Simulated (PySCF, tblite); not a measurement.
# CH₈FGeN, a complex of two parts: NMR shifts, interaction energy, spin-spin couplings and core binding energies

Aim: the NMR shifts, interaction energy, spin-spin couplings and core binding energies of `[F][GeH3]` with `CN`.

Computed with tblite 0.8.0 and PySCF 2.14.0; each step states its level. No surroundings beyond the atoms listed, unless a continuum is named. Atoms count from 0, parts from 1.

## (1) The system as given

12 atoms, charge 0, multiplicity 1; geometry: rigid parts in contact. Parts: 1 = atoms 0–4, `[F][GeH3]`, charge 0; 2 = atoms 5–11, `CN`, charge 0.

## (2) Docking the parts with GFN2-xTB

Job settings and geometry (Å):

```
{"job": {"kind": "dock", "xc": "GFN2-xTB", "basis": "xTB"}, "charge": 0, "multiplicity": 1, "parts": [{"atoms": "0-4", "charge": 0, "multiplicity": 1}, {"atoms": "5-11", "charge": 0, "multiplicity": 1}]}
Ge    -0.125324     0.002205     0.059564
F      1.441987    -0.023490    -0.682457
H     -1.050640    -0.294815    -1.074249
H     -0.037565    -1.072619     1.092471
H     -0.228457     1.388720     0.604671
C     -1.410295     2.568403     3.258815
N     -1.222955     1.129130     3.312381
H     -0.744523     2.977626     2.499854
H     -2.437180     2.885714     3.025815
H     -1.130735     2.990390     4.223386
H     -1.471169     0.710238     2.422060
H     -1.826348     0.723619     4.020503
```

Method: GFN2-xTB search for minima from random contacts, gas phase.

Run with:

```console
> OMP_NUM_THREADS=1 python cluster_run.py task.json out
```

This one command runs all jobs of the session in turn.

Standard output:

```text
step      E/eV     max force
  0    -430.25830    0.153
  1    -430.25907    0.117
  2    -430.26039    0.109
  3    -430.26148    0.165
  4    -430.26455    0.265
  5    -430.26747    0.245
  6    -430.26980    0.126
  7    -430.27119    0.103
  8    -430.27280    0.140
  9    -430.27548    0.229
 10    -430.27889    0.235
 11    -430.28189    0.184
 12    -430.28421    0.167
 13    -430.28622    0.149
 14    -430.28858    0.203
 15    -430.29103    0.155
 16    -430.29279    0.081
 17    -430.29341    0.166
 18    -430.29419    0.136
 19    -430.29490    0.115
 20    -430.29654    0.105
 21    -430.29725    0.110
 22    -430.29907    0.107
 23    -430.30092    0.128
 24    -430.30288    0.125
 25    -430.30434    0.119
 26    -430.30600    0.130
 27    -430.30882    0.186
 28    -430.31391    0.259
 29    -430.32112    0.250
 30    -430.33100    0.287
 31    -430.34156    0.554
 32    -430.34255    0.713
 33    -430.35854    0.225
 34    -430.36484    0.569
 35    -430.37897    0.341
 36    -430.39163    0.636
 37    -430.40612    0.231
 38    -430.41692    0.173
 39    -430.42338    0.515
 40    -430.43187    0.229
 41    -430.44149    0.273
 42    -430.46203    0.427
 43    -430.47713    0.455
 44    -430.49620    0.317
 45    -430.50079    0.821
 46    -430.52465    0.444
 47    -430.54614    0.359
 48    -430.56584    0.471
 49    -430.57812    0.419
 50    -430.58954    0.403
 51    -430.60034    0.263
 52    -430.60896    0.231
 53    -430.61247    0.242
 54    -430.61607    0.167
 55    -430.61942    0.100
 56    -430.62103    0.090
 57    -430.62207    0.097
 58    -430.62348    0.082
 59    -430.62494    0.083
 60    -430.62641    0.080
 61    -430.62755    0.077
 62    -430.62862    0.083
 63    -430.62996    0.089
 64    -430.63172    0.096
 65    -430.63382    0.131
 66    -430.63594    0.153
 67    -430.63795    0.149
 68    -430.63999    0.126
 69    -430.64229    0.139
 70    -430.64477    0.147
 71    -430.64721    0.098
 72    -430.64920    0.105
 73    -430.65062    0.095
 74    -430.65151    0.147
 75    -430.65226    0.078
 76    -430.65287    0.067
 77    -430.65360    0.063
 78    -430.65401    0.052
 79    -430.65460    0.033
 80    -430.65478    0.033
 81    -430.65489    0.029
 82    -430.65504    0.030
 83    -430.65523    0.035
 84    -430.65544    0.043
 85    -430.65565    0.038
 86    -430.65587    0.049
 87    -430.65609    0.038
 88    -430.65625    0.030
 89    -430.65634    0.023
 90    -430.65641    0.021
 91    -430.65645    0.017
 92    -430.65649    0.017
 93    -430.65652    0.012

distinct minima (kcal/mol above the one taken): 0.00 7.46 8.44 8.08
by PBE0-D3(BJ)/def2-SVP single points: 0.00 8.12 9.93 10.28
binding energy -10.357 kcal/mol
```

Wall time 15 s (1 thread of Intel Xeon Platinum 8488C, shared host).

The steps of the relaxation:

```csv
step,energy from step 0 (eV),largest force (eV/Å)
0,0.0000,0.1527
3,-0.0032,0.1643
6,-0.0115,0.1259
9,-0.0172,0.2287
12,-0.0259,0.1662
15,-0.0327,0.1551
18,-0.0359,0.1360
21,-0.0389,0.1099
24,-0.0446,0.1250
27,-0.0505,0.1854
30,-0.0727,0.2876
33,-0.1002,0.2245
36,-0.1333,0.6357
39,-0.1651,0.5145
42,-0.2037,0.4269
45,-0.2425,0.8214
48,-0.3075,0.4702
51,-0.3420,0.2628
54,-0.3578,0.1664
57,-0.3638,0.0962
60,-0.3681,0.0801
63,-0.3717,0.0893
66,-0.3776,0.1527
69,-0.3840,0.1387
72,-0.3909,0.1051
75,-0.3940,0.0784
78,-0.3957,0.0522
81,-0.3966,0.0289
84,-0.3971,0.0431
87,-0.3978,0.0383
90,-0.3981,0.0210
93,-0.3982,0.0122
```

Distances of close pairs at the start and the end, largest changes first:

```csv
bond,before (Å),after (Å),change (Å)
Ge0–F1,1.734,1.779,+0.045
Ge0–H4,1.493,1.487,-0.006
C5–H8,1.100,1.095,-0.005
C5–N6,1.452,1.457,+0.004
Ge0–H3,1.493,1.489,-0.004
Ge0–H2,1.493,1.490,-0.003
C5–H7,1.089,1.088,-0.001
C5–H9,1.089,1.089,-0.001
```

Contacts between the parts in the structure taken on (a selection, picked against the atoms' radii; other short pairs can be missing):

```csv
atoms,distance (Å),kind (by distance and angle),angle (°)
Ge0···N6,2.56,tetrel bond,180
```

Minima and a leading contact of each: 0.00 kcal/mol, Ge0···N6 2.56 Å (tetrel bond); 7.46 kcal/mol, Ge0···H10 3.01 Å (inside the van der Waals sum); 8.44 kcal/mol, Ge0···H8 3.32 Å (inside the van der Waals sum); 8.08 kcal/mol, Ge0···H7 2.96 Å (inside the van der Waals sum).

## (3) Geometry optimisation at PBE0-D3(BJ)/def2-SVPD

Job settings and geometry (Å):

```
{"job": {"xc": "PBE0", "basis": "def2-SVPD", "d3": "d3bj", "grid": 2, "kind": "geom", "shake": 0.01}, "charge": 0, "multiplicity": 1, "parts": [{"atoms": "0-4", "charge": 0, "multiplicity": 1}, {"atoms": "5-11", "charge": 0, "multiplicity": 1}]}
Ge     0.028353     0.259834     0.652349
F      1.130898    -0.248888    -0.622776
H     -1.290189    -0.119746    -0.011835
H      0.540107    -0.565010     1.759357
H      0.353937     1.724325     0.658099
C     -1.371436     2.371598     3.026598
N     -1.611810     1.040532     2.477515
H     -1.438272     3.107107     2.225644
H     -2.061980     2.643593     3.852168
H     -0.352863     2.394884     3.425304
H     -2.574287     1.000306     2.115446
H     -1.557174     0.349002     3.221947
```

Standard output:

```text
step   0  E = -2273.67107066  max force = 0.019376
step   1  E = -2273.67380403  max force = 0.010712
step   2  E = -2273.67437872  max force = 0.004698
step   3  E = -2273.67454921  max force = 0.002063
step   4  E = -2273.67463582  max force = 0.000459
step   5  E = -2273.67465056  max force = 0.000222
optimisation converged
```

Wall time 74 s (1 thread of Intel Xeon Platinum 8488C, shared host); peak memory 0.79 GiB.

Step by step:

```csv
step,energy from step 0 (eV),largest force component (eV/Å)
0,0.0000,0.9964
1,-0.0744,0.5508
2,-0.0900,0.2416
3,-0.0947,0.1061
4,-0.0970,0.0236
5,-0.0974,0.0114
```

Distances of close pairs at the start and the end, largest changes first:

```csv
bond,before (Å),after (Å),change (Å)
Ge0–H3,1.472,1.533,+0.061
Ge0–F1,1.761,1.799,+0.038
Ge0–H4,1.500,1.532,+0.032
N6–H10,1.029,1.016,-0.013
Ge0–H2,1.524,1.533,+0.009
C5–H7,1.089,1.098,+0.008
C5–H8,1.110,1.102,-0.008
C5–N6,1.460,1.455,-0.004
```

The final coordinates are the input of the step that follows.

```csv
at the end point,value
point group (found at 0.08 Å tolerance),C1
"rotational constants (GHz, main isotopes)","18.743, 1.623, 1.552"
dipole moment (D),6.20
```

Contacts at the end point (a selection, picked against the atoms' radii; other short pairs can be missing):

```csv
atoms,distance (Å),kind (by distance and angle),angle (°)
Ge0···N6,2.54,tetrel bond,179
```

Against the parts relaxed at this level the binding energy is -10.47 kcal/mol, without counterpoise.

## (4) Nuclear shieldings: PBE0/pcSseg-2

Job settings and geometry (Å):

```
{"job": {"kind": "nmr", "xc": "PBE0", "basis": "pcSseg-2"}, "charge": 0, "multiplicity": 1, "parts": [{"atoms": "0-4", "charge": 0, "multiplicity": 1}, {"atoms": "5-11", "charge": 0, "multiplicity": 1}]}
Ge    -0.014106     0.298418     0.635621
F      1.142653    -0.195995    -0.650681
H     -1.336109    -0.153616     0.003669
H      0.509477    -0.538605     1.808876
H      0.263057     1.804827     0.680172
C     -1.315890     2.323038     3.028281
N     -1.634651     1.023868     2.454953
H     -1.350128     3.084991     2.238604
H     -1.994264     2.631652     3.840226
H     -0.290305     2.305749     3.420422
H     -2.570309     1.014047     2.059420
H     -1.605683     0.292455     3.159767
```

Method: GIAO PBE0/pcSseg-2 NMR shielding, non-relativistic, gas phase.

Standard output:

```text
coarse grid: 42792 points
cycle   1  E = -2274.0642666218  dE = -7.503e-01  |g| = 1.208e+00  |ddm| = 2.145e+00
cycle   2  E = -2273.8342050659  dE =  2.301e-01  |g| = 1.758e+00  |ddm| = 1.103e+00
cycle   3  E = -2274.1759165127  dE = -3.417e-01  |g| = 2.661e-01  |ddm| = 8.178e-01
cycle   4  E = -2274.1854581909  dE = -9.542e-03  |g| = 9.227e-02  |ddm| = 1.349e-01
cycle   5  E = -2274.1863044638  dE = -8.463e-04  |g| = 1.195e-02  |ddm| = 3.691e-02
cycle   6  E = -2274.1863268998  dE = -2.244e-05  |g| = 5.041e-03  |ddm| = 8.230e-03
cycle   7  E = -2274.1863314177  dE = -4.518e-06  |g| = 9.822e-04  |ddm| = 2.629e-03
final grid: 89824 points
cycle   8  E = -2274.1862651936  dE = -2.085e-07  |g| = 1.252e-03  |ddm| = 2.264e-03
cycle   9  E = -2274.1862649858  dE =  2.078e-07  |g| = 1.756e-03  |ddm| = 1.446e-03
cycle  10  E = -2274.1862654282  dE = -4.424e-07  |g| = 1.191e-04  |ddm| = 7.829e-04
cycle  11  E = -2274.1862654305  dE = -2.340e-09  |g| = 4.386e-05  |ddm| = 8.038e-05
cycle  12  E = -2274.1862654307  dE = -1.951e-10  |g| = 5.033e-06  |ddm| = 1.709e-05
converged SCF energy = -2274.1862654307

GIAO shielding tensors (ppm)
atom      isotropic    diamagn.    paramagn.     s11        s22        s33       span
  0 Ge    1475.632    2754.223   -1278.592   1401.255   1450.880   1574.761    173.506
  1 F      370.398     472.444    -102.046    353.555    360.872    396.767     43.212
  2 H       26.065      30.483      -4.418     18.396     24.624     35.176     16.779
  3 H       26.139      30.357      -4.218     18.559     24.681     35.176     16.618
  4 H       26.364      31.072      -4.708     19.133     25.120     34.840     15.707
  5 C      153.080     233.420     -80.340    131.533    145.336    182.372     50.839
  6 N      224.335     310.895     -86.561    208.094    221.820    243.090     34.997
  7 H       29.090      27.649       1.441     24.962     27.902     34.406      9.444
  8 H       28.793      22.720       6.073     23.585     26.615     36.179     12.594
  9 H       29.102      27.204       1.898     24.953     27.904     34.449      9.497
 10 H       30.720      31.807      -1.087     24.826     28.014     39.321     14.495
 11 H       30.737      31.419      -0.682     25.249     27.847     39.115     13.866

== part 1 alone, relaxed ==
coarse grid: 20136 points
cycle   1  E = -2178.2916706177  dE = -7.570e-01  |g| = 1.175e+00  |ddm| = 1.484e+00
cycle   2  E = -2178.0784674379  dE =  2.132e-01  |g| = 1.712e+00  |ddm| = 8.824e-01
cycle   3  E = -2178.3852902984  dE = -3.068e-01  |g| = 2.493e-01  |ddm| = 6.608e-01
cycle   4  E = -2178.3936679136  dE = -8.378e-03  |g| = 8.888e-02  |ddm| = 1.136e-01
cycle   5  E = -2178.3943512682  dE = -6.834e-04  |g| = 4.707e-03  |ddm| = 2.563e-02
cycle   6  E = -2178.3943526162  dE = -1.348e-06  |g| = 7.334e-04  |ddm| = 1.848e-03
final grid: 40760 points
cycle   7  E = -2178.3943345684  dE =  4.875e-08  |g| = 1.211e-03  |ddm| = 9.429e-04
cycle   8  E = -2178.3943341851  dE =  3.833e-07  |g| = 2.031e-03  |ddm| = 1.191e-03
cycle   9  E = -2178.3943347854  dE = -6.003e-07  |g| = 6.774e-05  |ddm| = 7.364e-04
cycle  10  E = -2178.3943347856  dE = -2.829e-10  |g| = 1.536e-05  |ddm| = 2.073e-05
converged SCF energy = -2178.3943347856

GIAO shielding tensors (ppm)
atom      isotropic    diamagn.    paramagn.     s11        s22        s33       span
  0 Ge    1367.319    2753.355   -1386.035   1246.358   1246.420   1609.179    362.821
  1 F      447.049     468.642     -21.593    404.474    468.316    468.358     63.884
  2 H       25.822      27.539      -1.717     19.947     21.801     35.717     15.770
  3 H       25.821      27.540      -1.719     19.948     21.800     35.716     15.769
  4 H       25.822      27.545      -1.723     19.947     21.801     35.717     15.771

== part 2 alone, relaxed ==
coarse grid: 5248 points
cycle   1  E = -95.7513675793  dE = -2.439e-02  |g| = 3.414e-01  |ddm| = 1.523e+00
cycle   2  E = -95.7362277853  dE =  1.514e-02  |g| = 4.400e-01  |ddm| = 5.581e-01
cycle   3  E = -95.7788974205  dE = -4.267e-02  |g| = 3.348e-02  |ddm| = 3.003e-01
cycle   4  E = -95.7790785072  dE = -1.811e-04  |g| = 1.272e-02  |ddm| = 2.227e-02
cycle   5  E = -95.7791109235  dE = -3.242e-05  |g| = 3.542e-03  |ddm| = 8.065e-03
cycle   6  E = -95.7791136887  dE = -2.765e-06  |g| = 2.863e-04  |ddm| = 1.983e-03
final grid: 49064 points
cycle   7  E = -95.7802574102  dE = -3.977e-05  |g| = 5.951e-03  |ddm| = 1.673e-02
cycle   8  E = -95.7802533024  dE =  4.108e-06  |g| = 7.373e-03  |ddm| = 7.472e-03
cycle   9  E = -95.7802655707  dE = -1.227e-05  |g| = 4.872e-04  |ddm| = 4.267e-03
cycle  10  E = -95.7802656105  dE = -3.979e-08  |g| = 2.115e-04  |ddm| = 3.472e-04
cycle  11  E = -95.7802656197  dE = -9.153e-09  |g| = 2.633e-05  |ddm| = 1.154e-04
cycle  12  E = -95.7802656198  dE = -1.436e-10  |g| = 2.486e-06  |ddm| = 2.248e-05
converged SCF energy = -95.7802656198

GIAO shielding tensors (ppm)
atom      isotropic    diamagn.    paramagn.     s11        s22        s33       span
  0 C      152.172     239.038     -86.866    129.923    142.293    184.299     54.376
  1 N      244.401     313.508     -69.107    210.317    248.021    274.864     64.546
  2 H       28.843      29.086      -0.244     24.966     27.203     34.359      9.394
  3 H       28.588      29.370      -0.783     23.631     26.811     35.322     11.691
  4 H       28.843      29.087      -0.245     24.966     27.202     34.359      9.392
  5 H       31.264      31.353      -0.089     24.226     28.882     40.684     16.458
  6 H       31.264      31.355      -0.091     24.226     28.882     40.684     16.458
```

Wall time 58 s (1 thread of Intel Xeon Platinum 8488C, shared host); peak memory 1.1 GiB.

No reference compound was run at this level, so shieldings alone are listed.

```csv
atoms,environment,σ (ppm)
C5,"carbon bonded to N, 3 H",153.1
H2,hydrogen on a germanium bonded to F,26.07
H3,hydrogen on a germanium bonded to F,26.14
H4,hydrogen on a germanium bonded to F,26.36
H8,hydrogen on a carbon bonded to N,28.79
H7,hydrogen on a carbon bonded to N,29.09
H9,hydrogen on a carbon bonded to N,29.10
H10,hydrogen on a nitrogen bonded to C,30.72
H11,hydrogen on a nitrogen bonded to C,30.74
Ge0,"germanium bonded to F, 3 H",1476
F1,fluorine bonded to Ge,370.4
N6,"nitrogen bonded to C, 2 H",224.3
```

The run also stored atomic charges by several schemes (e):

```csv
atoms,Mulliken,IAO,Hirshfeld,ESP fit
Ge0,0.70,0.78,0.35,0.49
F1,-0.50,-0.59,-0.31,-0.41
C5,0.05,-0.32,-0.07,0.01
N6,-0.36,-0.52,-0.17,-0.36
```

Mayer bond orders: Ge0–F1 0.75, C5–N6 0.93.

What binding changes (parts relaxed alone, same level, their own basis):

```csv
atom,σ alone (ppm),σ in the cluster,shift on binding (ppm)
Ge0,1367.32,1475.63,-108.31
F1,447.05,370.40,+76.65
N6,244.40,224.33,+20.07
C5,152.17,153.08,-0.91
H9,28.84,29.10,-0.26
H10,31.26,30.72,+0.54
H4,25.82,26.36,-0.54
H11,31.26,30.74,+0.53
H3,25.82,26.14,-0.32
```

(Part 1 of 3 ends here.)
